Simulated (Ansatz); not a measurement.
# GdAgSe2: the cost of one run

Method: DFT PBEsol+U (U_eff = 7 eV on Gd 4f) with spin–orbit coupling, plane waves, PAW, in Ansatz 0.2.0.

1 further run of the same task is left out (set aside as unsound or not needed).

**1. The starting structure**

It takes space group P-3m1 (No. 164, trigonal). The conventional cell has a = 4.103 Å, b = 4.103 Å, c = 6.706 Å, α = 90.00°, β = 90.00°, γ = 120.00°. Around Ag (site symmetry -3m) lie 6 Se at 2.91 Å. Gd (site symmetry -3m) is surrounded by 6 Se at 2.90 Å. Se (site symmetry 3m) has 3 Gd at 2.90 Å and 3 Ag at 2.91 Å as nearest neighbours.

Coordinates:

```cif
data_structure
_symmetry_space_group_name_H-M 'P-3m1'
_symmetry_Int_Tables_number 164
_cell_length_a 4.1033
_cell_length_b 4.1033
_cell_length_c 6.7057
_cell_angle_alpha 90.000
_cell_angle_beta 90.000
_cell_angle_gamma 120.000
_cell_volume 97.78
loop_
_atom_site_label
_atom_site_type_symbol
_atom_site_symmetry_multiplicity
_atom_site_Wyckoff_symbol
_atom_site_fract_x
_atom_site_fract_y
_atom_site_fract_z
_atom_site_occupancy
Ag1 Ag 1 b 0.00000 0.00000 0.50000 1
Gd1 Gd 1 a 0.00000 0.00000 0.00000 1
Se1 Se 2 d 0.33333 0.66667 0.24908 1
```

The cell is the database one, not relaxed. At PBEsol+U (U_eff = 7 eV on Gd 4f), without spin–orbit coupling, an earlier run found -2.48 GPa for this cell of 24.444 Å³/atom (8×8×4 mesh), mesh gap 0.65 eV, moments in the atoms' spheres Gd 7.02 μB.

**2. Spin-orbit coupling, moments along [0, 0, 1]**

Input file input.yaml:

```yaml
crystal:
  lattice:
    - [4.1032684531, 0.0, 0.0]
    - [-2.0516342266, 3.553534719, 0.0]
    - [0.0, 0.0, 6.705684322]
  atoms:
    - { symbol: Ag, position: [0.0, 0.0, 0.5] }
    - { symbol: Gd, position: [0.0, 0.0, 0.0], spin: 7.72, spin_axis: [0.0, 0.0, 1.0] }
    - { symbol: Se, position: [0.3333333333, 0.6666666667, 0.2490769] }
    - { symbol: Se, position: [0.6666666667, 0.3333333333, 0.7509231] }
basis:
  ecutwfc: 420
  ecutrho_ratio: 4
kpoints:
  mp_grid: { grid: [8, 8, 4] }
hamiltonian:
  xc: pbesol
  hubbard: { sites: [{ species: Gd, l: f, u_eff: 7.0 }] }
scf:
  occupations: { method: gaussian, width: 0.05 }
  lower_state_search: "off"
  convergence: { dr2_threshold: 1.0e-09 }
output:
  forces: true
  stress: true
  eigenvalues: true
  populations: true
  hubbard: { sites: [{ species: Gd, l: f }] }
  topological_invariants: true
magnetization:
  noncollinear: true
  spin_orbit: true
checkpoint:
  read: start.run
  write: ck
  compress: false
  write_wavefunctions: false
  write_every: 100000
```

start.run holds the state of a PBEsol+U run on this cell.

Command:

```
$ ansatz run input.yaml --threads 4 --pin off --max-ram 9216MiB --backend cpu --events-out ev --progress --plain --runs-dir out
```

**Question.** How long does this run take on 4 threads of AMD EPYC 9R45 (Zen 5), shared host, and how much memory does it need?

About 76 s, with a peak of 2.2 GiB.
